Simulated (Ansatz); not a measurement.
A nudged elastic band was laid between two geometries of a periodic cell of 63 atoms, Si$_{62}$B (host Si, host structure diamond, dopant B, one Si atom removed), cell charge -2.

Theory: DFT LDA, scalar-relativistic, plane waves, PAW in Ansatz. Settings: PAW set soft_1, cutoff 420 eV, k mesh 1x1x1, fermi-dirac smearing 0.05 eV, spin collinear.

- movable images: 4
- climbing image: no
- spring: 5.0 eV/Å²
- optimiser: quadratic models (default)
- start path: default
- force threshold: 0.05 eV/Å
- iteration limit: 24
- end points: relaxed

First end point:

```xyz
63
Lattice="10.8600 0.0000 0.0000 0.0000 10.8600 0.0000 0.0000 0.0000 10.8600" Properties=species:S:1:pos:R:3
Si 5.458 0.012 0.044
Si 6.860 1.334 1.423
Si 8.147 2.717 0.023
Si 9.530 4.004 1.425
Si 8.319 0.089 2.824
B 9.859 1.002 3.748
Si 0.028 -0.025 0.028
Si 1.372 1.343 1.369
Si 2.675 2.711 -0.052
Si 4.035 4.049 1.351
Si 5.420 5.444 0.066
Si 6.813 6.828 1.353
Si 8.149 8.191 -0.052
Si 9.520 9.491 1.369
Si 2.738 -0.003 2.723
Si 4.094 1.340 4.108
Si 5.387 2.663 2.683
Si 6.208 4.653 3.544
Si 8.198 5.474 2.684
Si 9.522 6.768 4.108
Si 5.532 0.086 5.466
Si 6.930 1.532 6.785
Si 9.327 3.928 6.783
Si 8.161 0.061 8.125
Si 9.524 1.341 9.546
Si -0.009 5.405 0.043
Si 1.368 6.765 1.382
Si 2.728 8.134 0.005
Si 4.098 9.494 1.380
Si -0.087 2.543 2.824
Si 1.289 4.016 4.081
Si 2.694 5.386 2.742
Si 4.104 6.759 4.053
Si 5.476 8.170 2.742
Si 6.847 9.572 4.082
Si -0.109 0.112 5.297
Si 1.313 1.354 6.750
Si 2.710 2.715 5.438
Si 4.060 4.048 6.838
Si 5.396 5.466 5.539
Si 6.816 6.800 6.838
Si 8.148 8.152 5.439
Si 9.509 9.549 6.750
Si 2.704 0.001 8.114
Si 4.074 1.322 9.502
Si 5.457 2.720 8.178
Si 6.768 4.097 9.556
Si 8.146 5.406 8.178
Si 9.540 6.791 9.504
Si 0.005 8.125 2.724
Si 1.327 9.536 4.052
Si -0.086 5.328 5.466
Si 1.345 6.769 6.780
Si 2.700 8.161 5.383
Si 4.092 9.515 6.780
Si -0.057 2.704 8.124
Si 1.311 4.086 9.468
Si 2.706 5.438 8.152
Si 4.093 6.770 9.511
Si 5.426 8.156 8.151
Si 6.776 9.554 9.465
Si 0.001 8.158 8.114
Si 1.371 9.492 9.493
```

Last end point:

```xyz
63
Lattice="10.8600 0.0000 0.0000 0.0000 10.8600 0.0000 0.0000 0.0000 10.8600" Properties=species:S:1:pos:R:3
Si 5.447 -0.005 0.008
Si 6.818 1.373 1.385
Si 8.151 2.709 -0.006
Si 9.487 4.042 1.385
Si 8.184 -0.022 2.693
B 7.801 3.059 5.774
Si 0.006 -0.006 -0.018
Si 1.373 1.341 1.342
Si 2.731 2.718 -0.016
Si 4.091 4.052 1.380
Si 5.430 5.430 0.020
Si 6.808 6.769 1.380
Si 8.142 8.129 -0.016
Si 9.519 9.487 1.342
Si 2.733 -0.006 2.709
Si 4.084 1.355 4.070
Si 5.481 2.726 2.770
Si 6.893 3.967 4.231
Si 8.134 5.379 2.770
Si 9.505 6.776 4.070
Si 5.481 0.055 5.441
Si 6.893 1.516 6.682
Si 9.344 3.967 6.682
Si 8.134 0.055 8.094
Si 9.505 1.355 9.491
Si 0.005 5.413 0.008
Si 1.365 6.775 1.350
Si 2.723 8.137 -0.008
Si 4.085 9.495 1.350
Si 0.022 2.676 2.693
Si 1.330 4.042 4.088
Si 2.707 5.413 2.710
Si 4.090 6.770 4.067
Si 5.447 8.153 2.710
Si 6.818 9.530 4.088
Si 0.022 -0.022 5.391
Si 1.330 1.373 6.757
Si 2.721 2.709 5.424
Si 4.066 4.077 6.792
Si 5.446 5.414 5.445
Si 6.783 6.794 6.792
Si 8.151 8.139 5.424
Si 9.487 9.530 6.757
Si 2.707 -0.005 8.128
Si 4.090 1.352 9.485
Si 5.446 2.730 8.129
Si 6.783 4.077 9.509
Si 8.130 5.414 8.129
Si 9.508 6.770 9.485
Si 0.006 8.127 2.709
Si 1.373 9.487 4.056
Si -0.055 5.379 5.441
Si 1.335 6.769 6.767
Si 2.731 8.129 5.433
Si 4.091 9.525 6.767
Si -0.055 2.726 8.094
Si 1.335 4.052 9.484
Si 2.695 5.430 8.145
Si 4.077 6.783 9.498
Si 5.430 8.165 8.145
Si 6.808 9.525 9.484
Si 0.005 8.153 8.128
Si 1.365 9.495 9.490
```

Q: Which bonds break or form, and what moves?

A: The atom that moves furthest is B6, by 3.55 Å; four of its nearest neighbours are Si36 2.00, Si5 2.01, Si30 2.02, Si51 3.31 Å at the first end and Si23 2.01, Si18 2.01, Si22 2.01, Si48 3.35 Å at the last.

Q: What energy profile does the band end with?

A: The run converged. The highest image is number 3 of 0 to 5, 1.74 eV above the first end and 1.52 eV above the last; the last end lies 0.22 eV above the first. Neighbouring images differ by up to 1.3 eV, so the band resolves the path poorly. No image climbed, so the highest image needn't sit at the top of the path. Limits of this set-up: coarse k mesh, PAW files made for another functional, a typed lattice constant that wasn't relaxed here, charged cell in a uniform background, uncorrected.

```csv
image,path coordinate (Å),energy (eV),Si5–B6 (Å),B6–Si30 (Å),B6–Si36 (Å)
0,0.00,0.00,2.01,2.02,2.00
1,1.23,0.98,2.27,2.01,1.99
2,2.46,1.55,3.60,2.11,2.03
3,3.69,1.74,3.79,3.34,2.04
4,4.91,1.49,3.94,3.71,3.08
5,6.12,0.22,4.37,4.37,4.37
```

Q: What is the geometry of the highest image?

A: 
```xyz
63
Lattice="10.8600 0.0000 0.0000 0.0000 10.8600 0.0000 0.0000 0.0000 10.8600" Properties=species:S:1:pos:R:3:forces:R:3
Si 5.383 0.014 0.015 0.00 0.00 0.00
Si 6.781 1.361 1.355 -0.01 0.02 -0.02
Si 8.140 2.720 -0.002 0.00 0.01 -0.02
Si 9.467 4.026 1.437 0.00 0.02 -0.04
Si 8.224 0.041 2.623 -0.02 0.00 -0.04
B 9.215 1.872 5.788 -0.98 0.13 0.54
Si 0.004 -0.008 0.011 0.02 -0.01 -0.02
Si 1.264 1.395 1.419 0.09 0.00 -0.11
Si 2.680 2.711 -0.017 0.08 0.01 -0.06
Si 4.065 4.059 1.300 0.01 0.00 0.01
Si 5.454 5.409 -0.052 -0.01 0.00 0.00
Si 6.775 6.787 1.328 0.02 0.00 -0.02
Si 8.102 8.083 -0.110 -0.01 0.01 0.00
Si 9.466 9.456 1.278 0.03 0.01 -0.01
Si 2.644 0.028 2.757 0.01 0.01 0.00
Si 4.073 1.360 4.086 0.02 0.00 0.00
Si 5.392 2.715 2.694 0.02 0.02 0.02
Si 6.572 4.227 3.991 0.13 -0.08 0.06
Si 8.102 5.439 2.737 0.00 0.00 -0.01
Si 9.495 6.780 4.089 -0.01 -0.01 -0.01
Si 5.545 0.066 5.404 0.03 0.01 0.01
Si 7.196 1.437 6.515 0.19 -0.03 -0.07
Si 9.614 3.724 6.539 -0.09 0.09 0.14
Si 8.159 0.019 8.151 0.02 -0.04 0.03
Si 9.518 1.358 9.517 0.00 -0.01 0.00
Si -0.061 5.436 0.059 0.01 0.01 -0.01
Si 1.314 6.812 1.384 0.00 0.00 0.00
Si 2.706 8.137 0.015 0.01 0.00 0.00
Si 4.021 9.530 1.388 0.00 0.00 0.00
Si -0.182 2.598 2.873 0.11 -0.01 -0.24
Si 1.334 4.026 4.060 -0.03 -0.04 -0.02
Si 2.706 5.417 2.671 -0.01 0.00 0.00
Si 3.964 6.890 4.053 0.02 -0.01 0.00
Si 5.432 8.172 2.696 0.02 0.00 -0.02
Si 6.863 9.559 4.028 0.02 0.01 0.01
Si -0.295 0.347 5.643 -0.04 -0.03 0.04
Si 1.423 1.354 6.880 0.00 -0.02 0.00
Si 2.721 2.714 5.451 0.01 -0.01 0.00
Si 4.092 4.071 6.786 0.02 -0.01 -0.01
Si 5.313 5.525 5.409 0.03 -0.02 -0.01
Si 6.808 6.743 6.749 -0.01 0.00 -0.01
Si 8.155 8.155 5.433 0.02 -0.01 0.01
Si 9.494 9.490 6.851 0.01 -0.04 0.03
Si 2.802 -0.047 8.135 0.02 0.01 -0.01
Si 4.125 1.384 9.438 0.07 0.01 -0.06
Si 5.592 2.672 7.977 0.09 -0.01 -0.07
Si 6.829 4.057 9.419 -0.01 0.00 0.00
Si 8.220 5.220 7.906 -0.02 0.06 0.05
Si 9.462 6.666 9.394 0.03 0.02 0.01
Si -0.044 8.192 2.740 0.01 0.00 0.01
Si 1.096 9.746 4.140 0.00 0.02 0.02
Si 0.025 5.400 5.413 -0.03 -0.03 0.00
Si 1.365 6.798 6.769 0.02 -0.03 -0.04
Si 2.585 8.288 5.380 0.02 0.00 -0.01
Si 4.136 9.509 6.716 0.02 0.01 -0.01
Si 0.064 2.700 8.198 0.00 -0.01 0.01
Si 1.332 4.138 9.553 0.02 0.01 -0.01
Si 2.724 5.436 8.154 0.02 0.00 -0.01
Si 4.080 6.799 9.498 0.00 0.00 0.00
Si 5.447 8.122 8.110 0.00 0.00 0.00
Si 6.732 9.538 9.484 0.00 0.00 0.01
Si 0.007 8.102 8.156 0.04 -0.04 -0.01
Si 1.374 9.500 9.500 0.02 0.00 -0.01
```

Run time: 6 min on 4 threads of Intel(R) Xeon(R) Platinum 8259CL CPU @ 2.50GHz (Skylake/Cascade Lake), with other jobs on the host, peak memory 3.9 GiB.
